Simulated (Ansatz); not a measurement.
## Molecular dynamics of Li

Input:

```yaml
accuracy: low
crystal:
  lattice:
    - [7.205315, 0.0, 0.0]
    - [0.0, 7.205315, 0.0]
    - [0.0, 0.0, 7.205315]
  atoms:
    - { symbol: Li, position: [0.0, 0.0, 0.0] }
    - { symbol: Li, position: [0.5, 0.0, 0.0] }
    - { symbol: Li, position: [0.0, 0.5, 0.0] }
    - { symbol: Li, position: [0.0, 0.0, 0.5] }
    - { symbol: Li, position: [0.25, 0.25, 0.25] }
    - { symbol: Li, position: [0.5, 0.5, 0.0] }
    - { symbol: Li, position: [0.5, 0.0, 0.5] }
    - { symbol: Li, position: [0.75, 0.25, 0.25] }
    - { symbol: Li, position: [0.0, 0.5, 0.5] }
    - { symbol: Li, position: [0.25, 0.75, 0.25] }
    - { symbol: Li, position: [0.25, 0.25, 0.75] }
    - { symbol: Li, position: [0.5, 0.5, 0.5] }
    - { symbol: Li, position: [0.75, 0.75, 0.25] }
    - { symbol: Li, position: [0.75, 0.25, 0.75] }
    - { symbol: Li, position: [0.25, 0.75, 0.75] }
    - { symbol: Li, position: [0.75, 0.75, 0.75] }
basis:
  ecutwfc: 420.0
kpoints:
  mp_grid: { grid: [2, 2, 2] }
hamiltonian:
  xc: pbe
scf:
  occupations: { method: fermi_dirac, width: 0.11 }
  lower_state_search: "off"
md:
  timestep: 1
  n_steps: 30
  ensemble: nvt_langevin
  temperature: 1300.0
  initial_velocities: maxwell_boltzmann
  seed: 98428
  friction: 0.02
```

Command:

```bash
$ ansatz run input.yaml --threads 1 --pin off --max-ram 3072MiB --backend cpu --events-out ev --progress --plain --runs-dir out
```

It starts from a structure without forces on its atoms.

Output, in part (step lines):

```
md step     0: t =     0.00 fs  T =  1218.8 K  F+E_penalty+E_count = -3274.58244118 eV  E_kin = 2.520570 eV  (6 SCF iters)
md step     1: t =     1.00 fs  T =  1235.1 K  F+E_penalty+E_count = -3274.57891446 eV  E_kin = 2.554383 eV  (6 SCF iters)
md step     2: t =     2.00 fs  T =  1352.5 K  F+E_penalty+E_count = -3274.56796488 eV  E_kin = 2.797226 eV  (6 SCF iters)
md step     3: t =     3.00 fs  T =  1209.3 K  F+E_penalty+E_count = -3274.54952371 eV  E_kin = 2.500994 eV  (6 SCF iters)
md step     4: t =     4.00 fs  T =  1149.6 K  F+E_penalty+E_count = -3274.52420964 eV  E_kin = 2.377564 eV  (6 SCF iters)
md step     5: t =     5.00 fs  T =  1146.6 K  F+E_penalty+E_count = -3274.49171987 eV  E_kin = 2.371364 eV  (5 SCF iters)
md step     6: t =     6.00 fs  T =  1212.1 K  F+E_penalty+E_count = -3274.45158105 eV  E_kin = 2.506913 eV  (5 SCF iters)
md step     7: t =     7.00 fs  T =  1185.8 K  F+E_penalty+E_count = -3274.40354205 eV  E_kin = 2.452394 eV  (5 SCF iters)
md step     8: t =     8.00 fs  T =  1137.0 K  F+E_penalty+E_count = -3274.34928761 eV  E_kin = 2.351542 eV  (5 SCF iters)
md step     9: t =     9.00 fs  T =  1200.4 K  F+E_penalty+E_count = -3274.28845978 eV  E_kin = 2.482710 eV  (5 SCF iters)
md step    10: t =    10.00 fs  T =  1295.6 K  F+E_penalty+E_count = -3274.21765077 eV  E_kin = 2.679406 eV  (6 SCF iters)
md step    11: t =    11.00 fs  T =  1295.2 K  F+E_penalty+E_count = -3274.13457629 eV  E_kin = 2.678583 eV  (5 SCF iters)
md step    12: t =    12.00 fs  T =  1234.5 K  F+E_penalty+E_count = -3274.04241921 eV  E_kin = 2.553200 eV  (5 SCF iters)
md step    13: t =    13.00 fs  T =  1163.8 K  F+E_penalty+E_count = -3273.94495793 eV  E_kin = 2.406822 eV  (5 SCF iters)
md step    14: t =    14.00 fs  T =  1090.4 K  F+E_penalty+E_count = -3273.84426963 eV  E_kin = 2.255188 eV  (5 SCF iters)
md step    15: t =    15.00 fs  T =   963.3 K  F+E_penalty+E_count = -3273.74503725 eV  E_kin = 1.992190 eV  (5 SCF iters)
md step    16: t =    16.00 fs  T =   897.8 K  F+E_penalty+E_count = -3273.64947590 eV  E_kin = 1.856750 eV  (5 SCF iters)
md step    17: t =    17.00 fs  T =   905.3 K  F+E_penalty+E_count = -3273.55499980 eV  E_kin = 1.872315 eV  (5 SCF iters)
md step    18: t =    18.00 fs  T =   849.3 K  F+E_penalty+E_count = -3273.45895433 eV  E_kin = 1.756453 eV  (5 SCF iters)
md step    19: t =    19.00 fs  T =   843.1 K  F+E_penalty+E_count = -3273.36285127 eV  E_kin = 1.743566 eV  (5 SCF iters)
md step    20: t =    20.00 fs  T =   818.4 K  F+E_penalty+E_count = -3273.26811249 eV  E_kin = 1.692630 eV  (6 SCF iters)
md step    21: t =    21.00 fs  T =   850.2 K  F+E_penalty+E_count = -3273.17519436 eV  E_kin = 1.758441 eV  (5 SCF iters)
md step    22: t =    22.00 fs  T =   712.3 K  F+E_penalty+E_count = -3273.09052452 eV  E_kin = 1.473069 eV  (5 SCF iters)
md step    23: t =    23.00 fs  T =   674.2 K  F+E_penalty+E_count = -3273.01946776 eV  E_kin = 1.394316 eV  (5 SCF iters)
md step    24: t =    24.00 fs  T =   721.5 K  F+E_penalty+E_count = -3272.95447001 eV  E_kin = 1.492110 eV  (5 SCF iters)
md step    25: t =    25.00 fs  T =   756.1 K  F+E_penalty+E_count = -3272.89352164 eV  E_kin = 1.563648 eV  (5 SCF iters)
md step    26: t =    26.00 fs  T =   781.4 K  F+E_penalty+E_count = -3272.83398265 eV  E_kin = 1.615987 eV  (5 SCF iters)
md step    27: t =    27.00 fs  T =   712.0 K  F+E_penalty+E_count = -3272.77442401 eV  E_kin = 1.472505 eV  (5 SCF iters)
md step    28: t =    28.00 fs  T =   629.9 K  F+E_penalty+E_count = -3272.72019518 eV  E_kin = 1.302734 eV  (5 SCF iters)
md step    29: t =    29.00 fs  T =   633.0 K  F+E_penalty+E_count = -3272.66869600 eV  E_kin = 1.309071 eV  (5 SCF iters)
md step    30: t =    30.00 fs  T =   629.1 K  F+E_penalty+E_count = -3272.62899740 eV  E_kin = 1.301084 eV  (6 SCF iters)
```

All steps were run. The mean temperature of the second half is 40 % below the set value. A run of 0.03 ps of so small a system gives no equilibrium averages. Limits of this set-up: coarse k mesh, low accuracy level.

Mean squared displacements from the first frame to the last, about the centre of mass: Li 0.23 Å².

Last frame:

```xyz
16
Lattice="7.2053 0.0000 0.0000 0.0000 7.2053 0.0000 0.0000 0.0000 7.2053" Properties=species:S:1:pos:R:3
Li -0.084 -0.395 -0.191
Li 3.504 0.626 0.238
Li 0.345 3.471 0.019
Li -0.187 0.492 3.579
Li 1.413 1.512 2.069
Li 3.804 3.483 0.620
Li 3.812 0.059 3.088
Li 5.400 1.654 1.808
Li 0.062 3.720 3.529
Li 2.161 4.911 1.315
Li 2.010 1.460 5.747
Li 3.452 3.742 3.717
Li 4.931 5.408 1.624
Li 5.502 1.906 5.368
Li 1.837 5.410 5.016
Li 5.151 5.229 5.537
```

Time of the run: 5.9 min on 1 thread of AMD EPYC 7571, with other jobs on the host, peak memory 0.61 GiB.
